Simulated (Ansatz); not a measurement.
**GePH₂ (doublet): from Hartree-Fock to the top rungs, cc-pVTZ**

An exercise on one series of results from a longer session: the logs are not shown, and one member is left open.

The runs use Ansatz 0.2.0, Gaussian basis; cc-pVTZ, core rule «outside noble gas», up to 19 orbitals frozen.

To be run: UHF; CCSD(T) on ROHF; CCSD(T) on UHF; BCCD(T) on ROHF; CCSDT(Q) on ROHF; CCSDT(Q) on UHF; CASSCF and MRCISD+Q, 11 electrons in 10 orbitals; CASSCF and NEVPT2, 11 electrons in 10 orbitals.

5 further runs of the same task are left out: 5 set aside as unsound or not needed.

### What is computed

The geometry is a PBE0/def2-TZVP stationary point (not a proven minimum). No spin-orbit coupling is included. The filled d shell of Ge may be among the frozen orbitals whatever the setting's name suggests; the logs give the count.

4 atoms, charge 0, spin multiplicity 2.

Atoms are counted from 1 here; the program's logs count them from 0.

Bond lengths: Ge1–P2 2.136 Å, Ge1–H3 1.563 Å, P2–H4 1.422 Å. Angles: P2–Ge1–H3 116.8°, Ge1–P2–H4 95.7°.

Set-up of the first run:

The input, in.yaml:

```yaml
crystal:
  periodic: [false, false, false]
  atoms:
    - {symbol: Ge, position_ang: [0.000000, -0.056222, 0.638924]}
    - {symbol: P, position_ang: [0.000000, 0.131641, -1.488929]}
    - {symbol: H, position_ang: [0.000000, 1.272055, 1.463066]}
    - {symbol: H, position_ang: [0.000000, -1.265559, -1.754446]}
basis:
  gaussian: {orbitals: cc-pVTZ}
magnetization: {spin_polarized: true, initial_magnetization: 1}
hamiltonian: {xc: hf}
output: {orbitals: {seedname: orbitals}}
```

Started as:

```console
$ ansatz run in.yaml --threads 1 --pin off --events-out ev --progress --plain --max-ram 2816MiB --backend cpu
```

Among the steps run: UHF; CCSD(T) on ROHF; CCSD(T) on UHF; BCCD(T) on ROHF; CCSDT(Q) on ROHF; CCSDT(Q) on UHF; CASSCF and MRCISD+Q, 11 electrons in 10 orbitals; CASSCF and NEVPT2, 11 electrons in 10 orbitals.

One of the session's tables, all rows but one given; the rest of the session is left out.

```
          method  from RCCSDT(Q) (meV)
            ROHF               +8066.1
             UHF               +7788.6
            RMP2               +1344.0
            UMP2               +1730.7
           RCCSD                +509.4
           UCCSD                +521.9
        RCCSD(T)                 +73.9
        UCCSD(T)                +106.2
         BCCD(T)                 +75.7
          RCCSDT                 +35.5
          UCCSDT                 +34.8
       RCCSDT(Q)                     0
       UCCSDT(Q)                     ?
  CASSCF valence               +5716.5
  NEVPT2 valence               +1310.9
  MRCISD valence                +583.9
MRCISD+Q valence                 +84.8
```

**Question.** Estimate the row for UCCSDT(Q).

**Answer.** from RCCSDT(Q) (meV): -6.8. In the column «from RCCSDT(Q) (meV)» it is the lowest.

Among the levels timed on like hardware and quicker than the yardstick, those that no quicker one beats, quickest first: BCCD(T) (5.5 s, +75.7 meV); RCCSD(T) (7 s, +73.9 meV); UCCSDT(Q) (24 s, -6.8 meV).

With the free atoms at the same levels and basis (separate runs), the atomisation energy is 8.451 eV at RCCSDT(Q), 8.416 eV at RCCSD(T), 8.371 eV at UCCSD(T), 5.194 eV at ROHF.

Caveats from the session: Of the multireference levels listed MRCISD+Q valence comes nearest in total energy (+84.8 meV), which doesn't show that its space is the better one. Restricted and unrestricted rows rest on different reference determinants; where their highest levels disagree by more than a few hundredths of an eV, they describe different states and don't form one ladder.
